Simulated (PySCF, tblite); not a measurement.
**C₃H₁₄BNSi: geometry, infrared bands and NMR shifts**

What infrared bands and NMR shifts should C₃H₁₄BNSi (`[BH3-][NH2+]CCC[SiH3]`) show?

Programs: tblite 0.8.0 and PySCF 2.14.0, with density-fitted response routines of our own. Each step states its level of theory. These are calculated values for one molecule in the gas phase, unless marked as measured. Atoms count from 0, in the outputs and in this text.

## 1. The molecule as given

20 atoms, charge 0, multiplicity 1; geometry from: force field or distance geometry start.

Bonds of the start (Å): B0–N1 1.53, N1–C2 1.48, C2–C3 1.53, C3–C4 1.53, C4–Si5 1.87, B0–H6 1.20, B0–H7 1.19, B0–H8 1.19, N1–H9 1.04, N1–H10 1.05, C2–H11 1.11, C2–H12 1.11, C3–H13 1.12, C3–H14 1.11, C4–H15 1.11, C4–H16 1.11, Si5–H17 1.47, Si5–H18 1.47, Si5–H19 1.48.

## 2. Relaxing the molecule with GFN2-xTB

Job settings and geometry (Å):

```
{"job": {"kind": "relax", "xc": "GFN2-xTB", "basis": "xTB"}, "charge": 0, "multiplicity": 1}
B     -3.223300    -0.097900     0.088000
N     -1.838300     0.509900     0.332100
C     -0.770200    -0.331500    -0.251500
C      0.604300     0.289200    -0.003600
C      1.707800    -0.580900    -0.605300
Si     3.390500     0.170000    -0.294500
H     -4.061000     0.606400     0.580800
H     -3.303000    -1.177300     0.579100
H     -3.440100    -0.170100    -1.081700
H     -1.808200     1.463200    -0.071500
H     -1.687900     0.573800     1.373700
H     -0.811700    -1.355100     0.185900
H     -0.939400    -0.407700    -1.345600
H      0.773400     0.360900     1.099600
H      0.639900     1.311500    -0.432700
H      1.686400    -1.597600    -0.160300
H      1.564000    -0.653300    -1.707900
H      3.453800     1.509100    -0.885500
H      4.430100    -0.676700    -0.891600
H      3.627800     0.264900     1.164100
```

Started as:

```
OMP_NUM_THREADS=1 python probes_run.py task.json out
```

The driver reads the jobs from task.json and runs them one after another.

**Question.** This job is followed by: GFN2-xTB harmonic vibrations, gas phase; GIAO PBE0/pcSseg-1 NMR shielding, non-relativistic, gas phase. Predict these results of the whole session: strongest single infrared mode (GFN2-xTB); zero-point energy (GFN2-xTB); ¹³C shifts against TMS (PBE0/pcSseg-1); ¹H shifts against TMS (PBE0/pcSseg-1, means over atoms taken as alike); ¹¹B shifts against BF3·OEt2 (PBE0/pcSseg-1); ¹⁵N shifts against NH3 (PBE0/pcSseg-1); ²⁹Si shifts against TMS (PBE0/pcSseg-1); surface potential, 1st and 99th percentile.

**Answer**, as computed:

| quantity | value |
| --- | --- |
| strongest single infrared mode (GFN2-xTB) | 2257 cm⁻¹, 405 km/mol |
| zero-point energy (GFN2-xTB) | 104.4 kcal/mol |
| ¹³C shifts against TMS (PBE0/pcSseg-1) | 55.5, 33.8, 8.4 ppm |
| ¹H shifts against TMS (PBE0/pcSseg-1, means over atoms taken as alike) | 3.88, 2.76, 2.73, 1.99, 1.32, 0.66 ppm |
| ¹¹B shifts against BF3·OEt2 (PBE0/pcSseg-1) | -23.7 ppm |
| ¹⁵N shifts against NH3 (PBE0/pcSseg-1) | 65.0 ppm |
| ²⁹Si shifts against TMS (PBE0/pcSseg-1) | -69.0 ppm |
| surface potential, 1st and 99th percentile | -1.70 V and 2.25 V |

**Reading.** Over 36 steps the energy fell by 0.252 eV; of the close pairs, B0–N1 changed most, 1.532 to 1.646 Å. All 54 modes are real, so the xTB geometry is a minimum. The strongest single mode, at 2257 cm⁻¹, moves mainly H17 and H19. GFN2-xTB is a fitted tight-binding method: band positions and strengths are rough. Its intensities can rank the bands wrongly. At PBE0/pcSseg-1: The widest tensor belongs to Si5: span 74 ppm, with a paramagnetic part of -461 ppm.
